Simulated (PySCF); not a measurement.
# InF (SMILES [F][In]) at CAM-B3LYP/def2-TZVPP (core potential)

What is the vertical singlet–triplet gap of InF at CAM-B3LYP/def2-TZVPP (core potential)? 

Program for the calculation: PySCF 2.14.0.

4 further runs of the same task are left out: 4 set aside as unsound or not needed.

## (1) The system as given

The species is InF (2 atoms), meant as a singlet with charge 0. SMILES: `[F][In]`. Geometry: relaxed at PBE0-D4/def2-TZVP.

Bond lengths: F1–In2 1.994 Å.

## (2) The energy at CAM-B3LYP/def2-TZVPP (core potential)

The input, run.py:

```python
# InF
from pyscf import gto, dft

mol = gto.M(
    atom='''
F      0.000000     0.000000     0.015910
In     0.000000     0.000000     2.009580
''',
    ecp={'In': 'def2-svp'},
    charge=0,
    verbose=3,
    basis='def2-tzvpp',
    max_memory=1860,
)

mf = dft.RKS(mol, xc='cam-b3lyp')
mf.grids.level = 5
mf.conv_tol = 1e-10
mf.kernel()
if not mf.converged:
    mf = mf.newton().run(mf.mo_coeff, mf.mo_occ)

e_tot = mf.e_tot
print('E(%s) = %.9f' % ('CAM-B3LYP', e_tot))
```

Started as:

```bash
OMP_NUM_THREADS=1 python run.py
```

Standard output:

```text
converged SCF energy = -290.045089411283
E(CAM-B3LYP) = -290.045089411
```

Wall time 12 s (1 thread of Arm Neoverse V1, shared host); peak memory 0.37 GiB.

## (3) The triplet, same level

The input, input.xyz:

```xyz
2

F      0.000000     0.000000     0.015910
In     0.000000     0.000000     2.009580
```

The input, job.py:

```python
from pyscf import gto, dft

molecule = gto.M(
    atom='input.xyz',
    basis='def2-tzvpp',
    verbose=4,
    charge=0,
    spin=2,
    ecp={'In': 'def2-svp'},
    max_memory=1860,
)

myscf = dft.UKS(molecule)
myscf.xc = 'cam-b3lyp'
myscf.grids.level = 5
myscf.conv_tol = 1e-10
myscf.kernel()
if not myscf.converged:
    myscf = myscf.newton().run(myscf.mo_coeff, myscf.mo_occ)

e_tot = myscf.e_tot
print('E(%s) = %.9f' % ('CAM-B3LYP', e_tot))
```

Started as:

```bash
OMP_NUM_THREADS=1 python job.py
```

Standard output:

```text
PySCF version 2.14.0

[INPUT] num. atoms = 2
[INPUT] num. electrons = 30
[INPUT] charge = 0
[INPUT] spin (= nelec alpha-beta = 2S) = 2
[INPUT] symmetry False subgroup None
[INPUT] Mole.unit = angstrom
[INPUT] Symbol           X                Y                Z      unit          X                Y                Z       unit  Magmom
[INPUT]  1 F      0.000000000000   0.000000000000   0.015910000000 AA    0.000000000000   0.000000000000   0.030065542642 Bohr   0.0
[INPUT]  2 In     0.000000000000   0.000000000000   2.009580000000 AA    0.000000000000   0.000000000000   3.797555825403 Bohr   0.0

nuclear repulsion = 50.1660218912257
number of shells = 27
number of NR pGTOs = 137
number of NR cGTOs = 81
basis = def2-tzvpp
ecp = {'In': 'def2-svp'}

[... 32 lines left out ...]
[... the frontier-level lines of each cycle are left out ...]
[... 3 lines left out ...]
[... 50 lines left out ...]
converged SCF energy = -289.901405770842  <S^2> = 2.0048756  2S+1 = 3.0032487
E(CAM-B3LYP) = -289.901405771
```

Wall time 17 s (1 thread of Arm Neoverse V1, shared host); peak memory 0.39 GiB.

## (4) Summary of results

Level: CAM-B3LYP/def2-TZVPP (core potential).

| quantity | value |
| --- | --- |
| singlet: total energy | -290.04509 Eh |
| singlet: dipole moment | 3.28 D |
| singlet: HOMO energy | -8.85 eV |
| singlet: LUMO energy | -0.80 eV |
| singlet: HOMO–LUMO gap | 8.05 eV |
| triplet: total energy | -289.90141 Eh |
| triplet: dipole moment | 2.99 D |
| triplet: HOMO energy (highest over α and β) | -5.19 eV |
| triplet: LUMO energy (lowest over α and β) | -4.84 eV |
| triplet: ⟨S²⟩ | 2.005 |
| vertical energy of the triplet above the singlet | 3.910 eV |

At this shape the triplet lies 3.91 eV (377 kJ/mol) above the singlet.
